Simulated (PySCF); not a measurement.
# C₅H₁₁ClGe₂: excited states

What do calculations give for the excited states of C₅H₁₁ClGe₂ (`Cl[C@@H]1C=CC[C@H]1[GeH2][GeH3]`)?

Computed with PySCF 2.14.0 and routines of our own; the level stands in each step. Atoms count from 0.

## 1. The system as given

19 atoms, charge 0, multiplicity 1; geometry from: GFN2-xTB.

## 2. Optimising the geometry at PBE0-D3(BJ)/def2-SVP

The job: settings as JSON, then the geometry in Å.

```
{"job": {"xc": "PBE0", "basis": "def2-SVP", "d3": "d3bj", "grid": 1, "kind": "geom"}, "charge": 0, "multiplicity": 1}
Cl    -2.601446    -0.682102     2.021137
C     -0.975332    -0.317069     1.298503
C     -0.968851     1.109997     0.870546
C     -1.176257     1.211362    -0.436103
C     -1.311641    -0.131183    -1.080515
C     -0.766212    -1.074274    -0.001696
Ge     1.197952    -1.308846    -0.263226
Ge     2.355987     0.770079    -0.253218
H     -0.265248    -0.570301     2.088609
H     -0.897112     1.916060     1.579675
H     -1.278747     2.127223    -0.992719
H     -0.758978    -0.202529    -2.022240
H     -2.365258    -0.330786    -1.298646
H     -1.271498    -2.039784     0.005419
H      1.719036    -2.251682     0.796896
H      1.401552    -2.060352    -1.560215
H      2.225735     1.517759     1.036601
H      1.895475     1.714349    -1.319440
H      3.831041     0.611331    -0.476830
```

Command:

```console
$ OMP_NUM_THREADS=1 python excited_run.py task.json out
```

The driver reads the jobs from task.json and runs them one after another.

Standard output:

```text
step   0  E = -4809.63784558  max force = 0.015539
step   1  E = -4809.64332460  max force = 0.005173
step   2  E = -4809.64374909  max force = 0.000991
step   3  E = -4809.64376421  max force = 0.000521
step   4  E = -4809.64376759  max force = 0.000753
step   5  E = -4809.64376979  max force = 0.000235
optimisation converged
```

Run time: 2.1 min. Hardware: 1 thread of Arm Neoverse V2, shared host; peak memory 0.97 GiB.

Relaxation path:

```
step  energy from step 0 (eV)  largest force component (eV/Å)
   0                   0.0000                          0.7990
   1                  -0.1491                          0.2660
   2                  -0.1606                          0.0510
   3                  -0.1611                          0.0268
   4                  -0.1611                          0.0387
   5                  -0.1612                          0.0121
```

Close pairs (by a distance rule), those that changed most:

```
   bond  before (Å)  after (Å)  change (Å)
Ge6–Ge7       2.380      2.425      +0.045
Ge7–H17       1.497      1.540      +0.043
Ge7–H16       1.497      1.540      +0.043
Ge7–H18       1.500      1.542      +0.042
Ge6–H14       1.511      1.544      +0.032
Ge6–H15       1.513      1.543      +0.031
 C3–H10       1.077      1.093      +0.016
  C2–H9       1.076      1.091      +0.015
```

The final coordinates are the input of the step that follows.

```
                         at the end point                value
  point group (found at 0.08 Å tolerance)                   C1
rotational constants (GHz, main isotopes)  1.419, 0.479, 0.424
                        dipole moment (D)                 1.56
```

## 3. Excited states: TDA B3LYP/def2-SVP

The job: settings as JSON, then the geometry in Å.

```
{"job": {"kind": "states", "xc": "B3LYP", "basis": "def2-SVP", "tda": true, "soc": true, "nstates": 5, "ntriplets": 4, "nquad": 4}, "charge": 0, "multiplicity": 1}
Cl    -3.187772    -1.432905     2.631174
C     -1.573025    -0.990474     1.890871
C     -1.608600     0.446702     1.476150
C     -1.785950     0.557097     0.154224
C     -1.871296    -0.785194    -0.509986
C     -1.338269    -1.735918     0.576577
Ge     0.598522    -2.064544     0.325478
Ge     1.822603     0.028374     0.300906
H     -0.853862    -1.224708     2.688342
H     -1.571062     1.268497     2.193130
H     -1.899530     1.501003    -0.384104
H     -1.308872    -0.833706    -1.458055
H     -2.923590    -1.010018    -0.764976
H     -1.830655    -2.718527     0.580569
H      1.108845    -2.969098     1.467746
H      0.789374    -2.802675    -1.016554
H      1.672468     0.757563     1.648604
H      1.294436     0.943753    -0.819220
H      3.321530    -0.234918     0.050930
```

Level: TDA B3LYP/def2-SVP excited states, vertical, gas phase, spin-orbit mean-field couplings.

Standard output:

```text
coarse grid: 74240 points
cycle   1  E = -4810.5686649677  dE = -5.049e-01  |g| = 6.345e-01  |ddm| = 4.571e+00
cycle   2  E = -4810.5472775876  dE =  2.139e-02  |g| = 7.279e-01  |ddm| = 1.237e+00
cycle   3  E = -4810.6307822035  dE = -8.350e-02  |g| = 6.597e-02  |ddm| = 7.299e-01
cycle   4  E = -4810.6316784540  dE = -8.963e-04  |g| = 3.335e-02  |ddm| = 1.216e-01
cycle   5  E = -4810.6319340267  dE = -2.556e-04  |g| = 1.207e-02  |ddm| = 4.763e-02
cycle   6  E = -4810.6319698850  dE = -3.586e-05  |g| = 3.310e-03  |ddm| = 1.537e-02
cycle   7  E = -4810.6319724864  dE = -2.601e-06  |g| = 8.363e-04  |ddm| = 4.426e-03
final grid: 152960 points
cycle   8  E = -4810.6318412083  dE =  1.070e-07  |g| = 1.354e-03  |ddm| = 6.536e-03
cycle   9  E = -4810.6318401168  dE =  1.092e-06  |g| = 2.436e-03  |ddm| = 4.855e-03
cycle  10  E = -4810.6318416907  dE = -1.574e-06  |g| = 1.991e-04  |ddm| = 3.041e-03
cycle  11  E = -4810.6318417006  dE = -9.850e-09  |g| = 3.481e-05  |ddm| = 2.633e-04
cycle  12  E = -4810.6318417009  dE = -3.220e-10  |g| = 8.172e-06  |ddm| = 5.883e-05
converged SCF energy = -4810.6318417009

Singlet excitations
state   eV       nm        f     d(h-e)  d(exc)  Lambda  PR(NTO)  |dmu|/D   mu/D   main configurations
  1   5.9693   207.7   0.01206   1.362   3.430   0.482   1.008    3.416    2.986   H-1->L 0.92
  2   6.1711   200.9   0.00857   1.943   3.212   0.461   1.013    5.031    3.651   H-2->L 0.82, H->L 0.13
  3   6.3824   194.3   0.06395   1.089   3.579   0.593   1.079    3.380    3.848   H->L 0.41, H-3->L 0.33, H-2->L 0.15
  4   6.7122   184.7   0.06351   1.284   3.727   0.499   1.386    4.220    5.230   H-3->L 0.54, H->L 0.16
  5   6.7838   182.8   0.04452   2.353   4.122   0.406   1.114                     H->L+1 0.88

Triplet excitations (Tamm-Dancoff)
state   eV     d(h-e)  d(exc)  Lambda  PR(NTO)   main configurations
  1   4.1302   0.037   2.353   0.761   1.012   H->L 0.83
  2   5.6377   1.232   3.127   0.470   1.022   H-1->L 0.80, H-3->L 0.10
  3   5.7570   1.653   2.958   0.406   1.016   H-2->L 0.88
  4   6.3173   1.496   3.613   0.503   1.355   H-3->L 0.41, H-4->L 0.16, H->L 0.11
S1 - T1 = 1.8391 eV

Spin-orbit couplings |<S|Hso|T>| (cm-1)
             T1       T2       T3       T4
S0       20.860  162.002  190.650   99.566
S1       62.322   29.414  181.773  100.625
S2       71.223  204.783   52.609   90.623
S3       43.000  123.433  132.445   36.416
S4       35.631   38.346   64.920  122.787
S5       11.341    6.805   13.342   36.449
T1 sublevels (cm-1): 0.000 0.033 0.070   radiative rates (1/s): 46.9 601 32.3
```

Run time: 51 s. Hardware: 1 thread of Arm Neoverse V2, shared host; peak memory 0.99 GiB.

In short:

```
  quantity    value
S1 less T1  1.84 eV
```

## 4. Summary of results

| quantity | value |
| --- | --- |
| point group | C1 |
| rotational constants (main isotopes) | 1.42, 0.48, 0.42 GHz |
| S1 less T1 (step 3, TDA B3LYP/def2-SVP) | 1.84 eV |

In words: The optimisation took 5 steps and gained 0.161 eV; among the close pairs (by a distance rule), Ge6–Ge7 changed most, from 2.380 to 2.425 Å. No frequency check was run at this level, so the end point may be a saddle. Scalar relativity is left out for the heavy atoms. In step 3, the number of triplets below S1 is 3, and the largest singlet-triplet spin-orbit coupling is S2–T2, 204.78 cm⁻¹.
